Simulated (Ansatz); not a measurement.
# Ga5CuSe8: response properties

Aim: for Ga5CuSe8, read the electric field gradients at the nuclei.

Method: DFT PBEsol, scalar-relativistic, plane waves, PAW, in Ansatz 0.2.0.

1 further run of the same task is left out (set aside as unsound or not needed). Runs told in other sessions of the task aren't counted.

## Step 1: The structure to begin with

The structure is tetragonal, space group P-42m (No. 111). The conventional cell has a = 5.427 Å, b = 5.427 Å, c = 11.036 Å, α = 90.00°, β = 90.00°, γ = 90.00°. Ga (site symmetry 2) is surrounded by 4 Se at 2.39 to 2.48 Å. Ga (site symmetry -42m) has 4 Se at 2.43 Å in its first shell of neighbours. Cu (site symmetry -42m) is surrounded by 4 Se at 2.39 Å. Se (site symmetry m) has 3 Ga at 2.43 to 2.48 Å in its first shell of neighbours. Around Se (site symmetry m) lie 1 Cu at 2.39 Å and 2 Ga at 2.39 Å.

As a file:

```
Ga Cu Se
1.0
     5.42748    0.00000    0.00000
     0.00000    5.42748    0.00000
     0.00000    0.00000   11.03622
Ga Cu Se
5 1 8
Cartesian
  0.0000 2.7137 2.8235
  2.7137 0.0000 8.2127
  0.0000 2.7137 8.2127
  2.7137 0.0000 2.8235
  0.0000 0.0000 0.0000
  2.7137 2.7137 5.5181
  1.4665 1.4665 1.2666
  3.9610 3.9610 1.2666
  1.4665 3.9610 9.7696
  3.9610 1.4665 9.7696
  1.2831 1.2831 6.7847
  4.1444 4.1444 6.7847
  1.2831 4.1444 4.2515
  4.1444 1.2831 4.2515
```

It goes back to an entry of the Materials Project, which need not be the stable form.

It is the result of an earlier relaxation at this level (volume 23.22 Å³/atom; gap on the mesh: 0.47 eV).

## Step 2: Electric field gradients at the nuclei

Input file input.yaml:

```yaml
crystal:
  lattice:
    - [5.4274844141, 0.0, 0.0]
    - [0.0, 5.4274844141, 0.0]
    - [0.0, 0.0, 11.0362230099]
  atoms:
    - { symbol: Ga, position: [0.0, 0.5, 0.2558435958] }
    - { symbol: Ga, position: [0.5, 0.0, 0.7441564042] }
    - { symbol: Ga, position: [0.0, 0.5, 0.7441564042] }
    - { symbol: Ga, position: [0.5, 0.0, 0.2558435958] }
    - { symbol: Ga, position: [0.0, 0.0, 0.0] }
    - { symbol: Cu, position: [0.5, 0.5, 0.5] }
    - { symbol: Se, position: [0.2701903604, 0.2701903604, 0.114770922] }
    - { symbol: Se, position: [0.7298096396, 0.7298096396, 0.114770922] }
    - { symbol: Se, position: [0.2701903604, 0.7298096396, 0.885229078] }
    - { symbol: Se, position: [0.7298096396, 0.2701903604, 0.885229078] }
    - { symbol: Se, position: [0.2364085827, 0.2364085827, 0.6147709801] }
    - { symbol: Se, position: [0.7635914173, 0.7635914173, 0.6147709801] }
    - { symbol: Se, position: [0.2364085827, 0.7635914173, 0.3852290199] }
    - { symbol: Se, position: [0.7635914173, 0.2364085827, 0.3852290199] }
basis:
  ecutwfc: 420
kpoints:
  mp_grid: { grid: [8, 8, 4] }
hamiltonian:
  xc: pbesol
scf:
  occupations: { method: fixed }
output:
  forces: true
  stress: true
  eigenvalues: true
  efg: {}
  polarization: {}
checkpoint:
  read: start.run
  write: ck
  compress: false
  write_wavefunctions: false
  write_every: 100000
```

Run with:

```console
ansatz run input.yaml --threads 8 --pin off --max-ram 22528MiB --backend cpu --events-out ev --progress --plain --runs-dir out
```

Before running it: what results should come out? Wanted: largest V_zz, in size.

As calculated:

| quantity | value |
| --- | --- |
| largest V_zz, in size | 26.47 ×10²¹ V/m² at Se |

What this shows: The largest field gradient is at Se11 (-26.47 ×10²¹ V/m²); where the nucleus has a quadrupole moment, the product sets the coupling seen in NMR or NQR. η reaches 0.78, at a site without such an axis as would force it to zero.
